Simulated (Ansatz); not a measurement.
# CH4ClFSeSi: up Jacob's ladder to CCSD(T)

How much do the methods differ for CH4ClFSeSi? The plan is to run it at one geometry with functionals of several rungs and with coupled cluster, and see how far each lands from CCSD(T) at the basis-set limit for the atomisation energy.

Program: Ansatz 0.2.0, Gaussian basis. Level of theory: functionals in def2-TZVPP, the program's frozen cores in correlated methods. These are calculated values, not measurements.

The runs, in order: LDA (SPW92), PBE-D4, revPBE-D4, BLYP-D4, r2SCAN-D4, B97M-V, PBE0-D4, B3LYP-D4, r2SCANh-D4, r2SCAN0-D4, HSE06-D4, BHLYP-D4, CAM-B3LYP-D4, LC-ωPBE, ωB97X-V, ωB97M-V, B2PLYP, PBE-QIDH; CCSD(T)/def2-SVP; CCSD(T)/def2-TZVPP; MP2/def2-QZVPP; extrapolation to the limit; RPA on PBE.

### 1 Structure used throughout

An earlier PBE0-D4 in a triple-zeta def2 set relaxation fixed the geometry.

SMILES `C[Se][SiH](F)Cl`, 9 atoms, charge 0, spin multiplicity 1.

Atoms are counted from 1 here; the program's logs count them from 0.

Bond lengths: C1–Se2 1.961 Å, C1–H6 1.088 Å, C1–H7 1.088 Å, C1–H8 1.087 Å, Se2–Si3 2.242 Å, Si3–F4 1.588 Å, Si3–Cl5 2.044 Å, Si3–H9 1.476 Å. Angles: Se2–C1–H6 105.8°, Se2–C1–H7 110.6°, Se2–C1–H8 110.0°, H6–C1–H7 109.4°, H6–C1–H8 110.0°, H7–C1–H8 110.9°, C1–Se2–Si3 95.1°, Se2–Si3–F4 107.0°, Se2–Si3–Cl5 112.1°, Se2–Si3–H9 113.8°, F4–Si3–Cl5 108.6°, F4–Si3–H9 108.8°, Cl5–Si3–H9 106.5°.

As a file:

```xyz
9
CH4ClFSeSi
C    -0.6231   -0.9529   -1.1230
Se    1.1117   -0.9819   -0.2097
Si    0.6638    0.7637    1.1247
F     1.9732    1.0439    1.9789
Cl    0.2087    2.4483    0.0607
H    -0.6151   -1.8038   -1.8010
H    -1.4347   -1.0675   -0.4074
H    -0.7301   -0.0296   -1.6875
H    -0.4657    0.5335    2.0472
```

### 2 LDA

This LDA is Slater exchange with PW92 correlation.

File in.yaml:

```yaml
crystal:
  periodic: [false, false, false]
  atoms:
    - {symbol: C, position_ang: [-0.623138, -0.952855, -1.123026]}
    - {symbol: Se, position_ang: [1.111711, -0.981856, -0.209710]}
    - {symbol: Si, position_ang: [0.663849, 0.763679, 1.124742]}
    - {symbol: F, position_ang: [1.973157, 1.043936, 1.978924]}
    - {symbol: Cl, position_ang: [0.208650, 2.448336, 0.060653]}
    - {symbol: H, position_ang: [-0.615129, -1.803825, -1.801046]}
    - {symbol: H, position_ang: [-1.434738, -1.067538, -0.407432]}
    - {symbol: H, position_ang: [-0.730075, -0.029636, -1.687506]}
    - {symbol: H, position_ang: [-0.465687, 0.533459, 2.047201]}
basis:
  gaussian: {orbitals: def2-TZVPP}
hamiltonian: {xc: lda}
output: {orbitals: {seedname: orbitals}}
```

The runs that follow: PBE-D4 (GGA); revPBE-D4 (GGA); BLYP-D4 (GGA); r2SCAN-D4 (meta-GGA); B97M-V (meta-GGA); PBE0-D4 (hybrid); B3LYP-D4 (hybrid); r2SCANh-D4 (hybrid); r2SCAN0-D4 (hybrid); HSE06-D4 (hybrid); BHLYP-D4 (hybrid); CAM-B3LYP-D4 (range-separated); LC-ωPBE-D4 (range-separated); ωB97X-V (range-separated); ωB97M-V (range-separated); B2PLYP (double hybrid); PBE-QIDH (double hybrid); CCSD(T) in def2-SVP; CCSD(T) in def2-TZVPP; MP2 in def2-QZVPP; RPA on PBE orbitals.

Before running them: what should the planned runs give, taken together? Wanted: atomisation energy, CCSD(T)/CBS; farthest beyond LDA; mean size of error, GGA; mean size of error, meta-GGA; mean size of error, hybrid; mean size of error, range-separated; mean size of error, double hybrid; gap, smallest and largest; T1 diagnostic.

**Answer**, as computed:

| quantity | value |
| --- | --- |
| atomisation energy, CCSD(T)/CBS | 3186.0 kJ/mol |
| functionals within 31.9 kJ/mol (1.0 %) | PBE-D4, r2SCAN-D4, B97M-V, PBE0-D4, r2SCANh-D4, HSE06-D4, CAM-B3LYP-D4, ωB97X-V, ωB97M-V |
| farthest beyond LDA | BHLYP-D4 (-115.0 kJ/mol) |
| mean size of error, GGA | 41.2 kJ/mol |
| mean size of error, meta-GGA | 2.8 kJ/mol |
| mean size of error, hybrid | 45.5 kJ/mol |
| mean size of error, range-separated | 25.6 kJ/mol |
| mean size of error, double hybrid | 49.7 kJ/mol |
| gap, smallest and largest | 4.30 eV (LDA (SPW92)), 11.27 eV (LC-ωPBE) |
| T1 diagnostic | 0.0099 |
| triples share of the correlation energy | 3.6 % |

**Reading.** LDA overbinds by 424.1 kJ/mol (13 %). PBE-D4 is off by +24.0 kJ/mol. Double hybrids carry the basis error of their MP2 part in triple zeta, and no dispersion term here, so their miss is partly the set-up's. The rungs meta-GGA, range-separated miss on average by less than the doubt on the reference (31.9 kJ/mol), so they tie. The reference freezes the cores and leaves out relativity and excitations past (T), and its outer-core shells are covered unevenly, so misses under about 31.9 kJ/mol can't be ranked. All levels share the lack of spin-orbit coupling, which lowers the free heavy atoms and so the true binding. Hartree-Fock recovers 73 % of the binding; the rest is correlation. CCSD(T) in def2-SVP is off by -259.2 kJ/mol, so the small basis spoils what the method gains. Orbital gaps span 4.3 to 11.3 eV; exact exchange widens them. Correlated methods include outer-core shells of Se, which these sets cover unevenly.
